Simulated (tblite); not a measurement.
# C4H12Si3: the cost of one run

The runs use tblite 0.8.0 and PySCF 2.14.0, with density-fitted response routines of our own; the level of theory stands in each step. All values are computed, except where a source is named. Atoms are numbered from 0 throughout.

## (1) The starting structure

19 atoms, charge 0, multiplicity 1; geometry from: force field or distance geometry start.

Bonds of the start (Å): Si0–C1 1.84, C1–C2 1.36, C2–Si3 1.82, Si3–Si4 2.27, Si4–C5 1.84, C5–C6 1.49, C6–Si4 1.88, Si0–H7 1.48, Si0–H8 1.49, Si0–H9 1.49, C1–H10 1.08, C2–H11 1.08, Si3–H12 1.50, Si3–H13 1.49, Si4–H14 1.47, C5–H15 1.08, C5–H16 1.09, C6–H17 1.08, C6–H18 1.08.

## (2) Geometry optimisation with GFN2-xTB

Job settings and geometry (Å):

```
{"job": {"kind": "relax", "xc": "GFN2-xTB", "basis": "xTB"}, "charge": 0, "multiplicity": 1}
Si    -3.009600     0.499800     0.412900
C     -1.907100     0.586800    -1.054300
C     -0.814900    -0.155900    -1.365500
Si    -0.020000    -1.545200    -0.493700
Si     1.645500    -0.830200     0.872000
C      1.914400     0.977400     1.055500
C      2.823400     0.370600     0.037500
H     -3.965800    -0.618100     0.267400
H     -2.204700     0.296600     1.644700
H     -3.776200     1.773300     0.534500
H     -2.209100     1.368700    -1.730100
H     -0.315500     0.076200    -2.298100
H     -1.049300    -2.293100     0.306200
H      0.520400    -2.490800    -1.509100
H      2.388800    -1.723300     1.780000
H      1.121200     1.628800     0.724000
H      2.351300     1.294500     2.005200
H      2.633400     0.566800    -1.004900
H      3.864100     0.226400     0.302800
```

Launch:

```
$ OMP_NUM_THREADS=1 python probes_run.py task.json out
```

The driver reads the jobs from task.json and runs them one after another.

**Question.** How long does this first job take on 1 thread of Intel Xeon at 2.70GHz, shared host?

About 1.4 s.
